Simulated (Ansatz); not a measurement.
# One shape, several levels: [SnH3]− (SMILES [H][Sn-]([H])[H])

Aim: a comparison of 6 runs (B2PLYP/STO-3G, BHLYP/STO-3G, UB3LYP/STO-3G, UPBE/STO-3G, wB97X/STO-3G, FCI/STO-3G) of [SnH3]−. 

The calculation is run with Ansatz 0.2.0.

1 further run of the same task is left out (set aside as unsound or not needed).

## 1. The molecule

[SnH3]−: 4 atoms, total charge -1, spin state singlet. As SMILES, `[H][Sn-]([H])[H]`. The H4–Sn1 distance was set to 4.871 Å, away from the relaxed value. At this shape a bond of the SMILES string is far longer than usual.

Bond lengths: Sn1–H2 1.948 Å, Sn1–H3 1.948 Å. Angles: H2–Sn1–H3 93.3°.

## 2. A single-point energy at B2PLYP/STO-3G (run 1)

Contents of molecule.yaml:

```yaml
crystal:
  periodic: [false, false, false]
  atoms:
    - {symbol: Sn, position_ang: [1.250871, 2.121304, 2.368604]}
    - {symbol: H, position_ang: [2.895041, 2.081974, 1.325284]}
    - {symbol: H, position_ang: [0.470391, 3.548084, 1.296524]}
    - {symbol: H, position_ang: [-0.844540, -1.404640, -0.259610]}
basis:
  gaussian: {orbitals: STO-3G}
total_charge: -1
hamiltonian: {xc: {name: B2PLYP}}
correlation: {frozen_orbitals: {H: 0, Sn: 18}}
accuracy: high
```

Started as:

```sh
$ ansatz run molecule.yaml --threads 1 --pin off --max-ram 2610MiB --events-out events.jsonl --progress --plain --runs-dir runs
```

What it wrote:

```text
Warning: RAYON_NUM_THREADS=1 ignored (pool sized by the plan → 1); use --threads N
Functional definition: B2PLYP
  name "B2PLYP"
  parameter a = 0.53
  parameter c = 0.27
  exchange = (1 - a)*b88_x + a*exact_x
  correlation = (1 - c)*lyp_c + c*(mp2_os + mp2_ss)
510 factors; integrals over basis functions are off by at most 3.3e-8 eV
mean field evaluation 1: about -162345.5160 eV, gradient 8.2e0 eV
mean field evaluation 2: about -162345.4987 eV, gradient 8.1e0 eV
mean field evaluation 4: about -162345.8252 eV, gradient 4.2e0 eV
mean field evaluation 8: about -162345.8267 eV, gradient 4.2e0 eV
mean field evaluation 16: about -162347.8890 eV, gradient 3.2e-7 eV
mean field -162347.88902328 eV, -5966.1748782539 hartree, gradient 1.3e-8 eV, S^2 0.000000; 0 other end points of the search recorded, 0 dependent functions left out; unrestricted orbitals would lower it
18 core orbitals not correlated: weight in the atoms' cores, before any rotation towards them, 1.000 or more for the frozen orbitals, at most 0.000 for the correlated occupied ones
reference -162347.88904458 eV, -5966.1748790369 hartree; 9, 9 occupied and 3, 3 virtual orbitals, 510 factors
second order -7.54036916 eV of doubles, -0.00000000 eV of singles
Total energy: -162349.92494426 eV, -5966.2496969700 hartree
```

Wall time 0.88 s (1 thread of AMD EPYC 9R45 (Zen 5), shared host); peak memory 0.12 GiB.

## 3. The energy at BHLYP/STO-3G (run 2)

Contents of run.yaml:

```yaml
crystal:
  periodic: [false, false, false]
  atoms:
    - symbol: Sn
      position_ang: [1.250871, 2.121304, 2.368604]
    - symbol: H
      position_ang: [2.895041, 2.081974, 1.325284]
    - symbol: H
      position_ang: [0.470391, 3.548084, 1.296524]
    - symbol: H
      position_ang: [-0.844540, -1.404640, -0.259610]
basis:
  gaussian:
    orbitals: STO-3G
total_charge: -1
hamiltonian:
  xc: {name: BHLYP}
accuracy: high
```

Started as:

```sh
$ ansatz run run.yaml --threads 1 --pin off --max-ram 2610MiB --events-out events.jsonl --progress --plain --runs-dir runs
```

What it wrote:

```text
Warning: RAYON_NUM_THREADS=1 ignored (pool sized by the plan → 1); use --threads N
Functional definition: BHLYP
  name "BHLYP"
  parameter a = 0.5
[... 1 set-up line as earlier in the session ...]
  correlation = lyp_c
510 factors; integrals over basis functions are off by at most 3.3e-8 eV
mean field evaluation 1: about -162364.1453 eV, gradient 8.3e0 eV
mean field evaluation 2: about -162346.9572 eV, gradient 1.6e1 eV
mean field evaluation 4: about -162348.0884 eV, gradient 1.1e1 eV
mean field evaluation 8: about -162364.4620 eV, gradient 4.2e0 eV
mean field evaluation 16: about -162366.6240 eV, gradient 1.3e-8 eV
mean field -162366.62397808 eV, -5966.8633751438 hartree, gradient 1.3e-8 eV, S^2 0.000000; 0 other end points of the search recorded, 0 dependent functions left out
reference -162366.62400076 eV, -5966.8633759774 hartree; 27, 27 occupied and 3, 3 virtual orbitals, 510 factors
Total energy: -162366.62400076 eV, -5966.8633759774 hartree
```

Wall time 0.66 s (1 thread of AMD EPYC 9R45 (Zen 5), shared host); peak memory 0.12 GiB.

Runs 3 to 4 aren't shown in full; the table further down has their settings and results.

## 4. A single-point energy at wB97X/STO-3G (run 5)

Contents of in.yaml:

```yaml
crystal:
  periodic: [false, false, false]
  atoms:
    - {symbol: Sn, position_ang: [1.250871, 2.121304, 2.368604]}
    - {symbol: H, position_ang: [2.895041, 2.081974, 1.325284]}
    - {symbol: H, position_ang: [0.470391, 3.548084, 1.296524]}
    - {symbol: H, position_ang: [-0.844540, -1.404640, -0.259610]}
basis:
  gaussian:
    orbitals: STO-3G
hamiltonian:
  xc: {name: wB97X}
total_charge: -1
accuracy: high
```

Started as:

```sh
$ ansatz run in.yaml --threads 1 --pin off --max-ram 2610MiB --events-out events.jsonl --progress --plain --runs-dir runs
```

What it wrote (excerpt; [...] marks lines left out):

```text
Warning: RAYON_NUM_THREADS=1 ignored (pool sized by the plan → 1); use --threads N
Functional definition: wB97X
  name "wB97X"
[...]
      + exact_x_lr(omega)
[...]
      + integral(e_c_pw_opposite_spin*poly(b97_u_opposite, 1, cos1, cos2, cos3, cos4))
510 factors; integrals over basis functions are off by at most 3.3e-8 eV
113 factors; integrals over basis functions are off by at most 5.5e-10 eV
[...]
mean field -162365.70113520 eV, -5966.8294612935 hartree, gradient 1.9e-8 eV, S^2 0.000000; 0 other end points of the search recorded, 0 dependent functions left out
reference -162365.70113310 eV, -5966.8294612163 hartree; 27, 27 occupied and 3, 3 virtual orbitals, 510 factors
Total energy: -162365.70113310 eV, -5966.8294612163 hartree
```

Run time: 2.3 s. Hardware: 1 thread of AMD EPYC 9R45 (Zen 5), shared host; peak memory 0.24 GiB.

## 5. The energy at FCI/STO-3G (run 6)

Edit in.yaml of step 4 so:

```diff
@@ -8,7 +8,6 @@
 basis:
-  gaussian:
-    orbitals: STO-3G
-hamiltonian:
-  xc: {name: wB97X}
+  gaussian: {orbitals: STO-3G}
 total_charge: -1
+magnetization: {spin_polarized: false}
+correlation: {method: fci, frozen_orbitals: {H: 0, Sn: 18}}
 accuracy: high
```

Started as:

```sh
$ ansatz run in.yaml --threads 1 --pin off --max-ram 2610MiB --events-out events.jsonl --progress --plain --runs-dir runs
```

What it wrote (excerpt; [...] marks lines left out):

```text
Warning: RAYON_NUM_THREADS=1 ignored (pool sized by the plan → 1); use --threads N
Functional definition: HF
  name "HF"
[...]
510 factors; integrals over basis functions are off by at most 3.3e-8 eV
[...]
mean field -162303.18574557 eV, -5964.5320630992 hartree, gradient 2.9e-8 eV, S^2 0.000000; 0 other end points of the search recorded, 0 dependent functions left out; unrestricted orbitals would lower it
[...]
unrestricted determinant -162306.57012566 eV, -5964.6564367734 hartree, S^2 1.0138
18 core orbitals not correlated: weight in the atoms' cores, before any rotation towards them, 1.000 or more for the frozen orbitals, at most 0.000 for the correlated occupied ones
reference -162303.18574557 eV, -5964.5320630992 hartree; 9, 9 occupied and 3, 3 virtual orbitals, 510 factors
state -162307.81389447 eV, -5964.7021444341 hartree
Total energy: -162307.81389447 eV, -5964.7021444341 hartree
```

It took 0.42 s on 1 thread of AMD EPYC 9R45 (Zen 5), shared host.

## 6. All runs side by side

```csv
run,level,frozen core orbitals,energy (Eh),wall time
1,B2PLYP/STO-3G,18,-5966.249697,0.88 s
2,BHLYP/STO-3G,–,-5966.863376,0.66 s
3,UB3LYP/STO-3G,–,-5966.764625,1.3 s
4,UPBE/STO-3G,–,-5966.145547,2.9 s
5,wB97X/STO-3G,–,-5966.829461,2.3 s
6,FCI/STO-3G,18,-5964.702144,0.42 s
```

## 7. Summary of results

| quantity | value |
| --- | --- |
| run 6: total energy | -5964.70214 Eh |
| run 6: correlation energy (18 core orbitals frozen) | -170.1 mEh |

**Reading.** Totals of different functionals can't be ranked against each other. In run 1 the log says that unrestricted orbitals would lower the reference, so the values rest on an unstable closed-shell determinant (other closed-shell runs at this shape may share the fault). In runs 1, 2, 3, 4, 5, 6 the basis is minimal, so the values are rough. In runs 1, 2, 3, 4, 5, 6 relativity is left out where basis or elements ask for it. Spin contamination of the reference: run 3 ⟨S²⟩ = 0.74, run 4 ⟨S²⟩ = 0.71. Where it is this large, the reference is a mixture of spin states, and values that rest on it are in doubt. All runs together took 8.5 s, the longest 2.9 s.
